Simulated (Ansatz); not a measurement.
Ta3AsAu2O13 in Ansatz: the effect of Hubbard term

Crystal: Ta3AsAu2O13.

```xyz
19
Lattice="5.4520 0.0000 0.0000 -2.7260 4.7216 0.0000 0.0000 0.0000 9.5790" Properties=species:S:1:pos:R:3 pbc="T T T"
Ta    0.0000    0.0000    1.8591
Ta    0.0000    0.0000    7.7199
Ta    2.7260    1.5739    0.0000
As    0.0000    0.0000    4.7895
Au    0.0000    3.1478    2.6273
Au    0.0000    3.1478    6.9517
O     0.0000    0.0000    0.0000
O    -1.3422    4.5861    3.4870
O    -0.5745    1.2662    3.4870
O     1.9167    3.5909    3.4870
O    -1.3422    4.5861    6.0921
O    -0.5745    1.2662    6.0921
O     1.9167    3.5909    6.0921
O     1.1852    1.5782    8.2230
O     3.4927    0.2373    8.2230
O     3.5002    2.9061    8.2230
O     1.1852    1.5782    1.3560
O     3.4927    0.2373    1.3560
O     3.5002    2.9061    1.3560
```

The cell was built by a generator and needn't be a form met in nature.

Alike in all runs:

* Program: Ansatz 0.2.0
* Task: single point
* Functional: PBE
* Potentials or basis: all-electron LAPW, scalar-relativistic
* Cutoff: 483 eV (chosen from the basis error)
* Basis error allowed: 0.003 eV/atom
* k mesh: 4 × 4 × 2
* Occupations: fermi-dirac, width 0.05 eV
* Spin: no spin polarisation

One run gave: pressure -0.1 GPa; largest force 0.21 eV/Å. Which Hubbard term did it use?
A. Au d U = 6 eV, Ta d U = 6 eV
B. Au d U = 3 eV, Ta d U = 3 eV
C. none

C.

```tsv
Hubbard term	pressure (GPa)	largest force (eV/Å)
none	-0.1	0.21
Au d U = 3 eV, Ta d U = 3 eV	1.7	0.45
Au d U = 6 eV, Ta d U = 6 eV	3.9	0.82
```

Caveats: the k mesh is thin for a metal, which can move the energy by tens of meV per atom; U is the effective U less J, on atomic orbitals that reach past the spheres (some runs); U without spin polarisation on a metal has little footing (some runs).
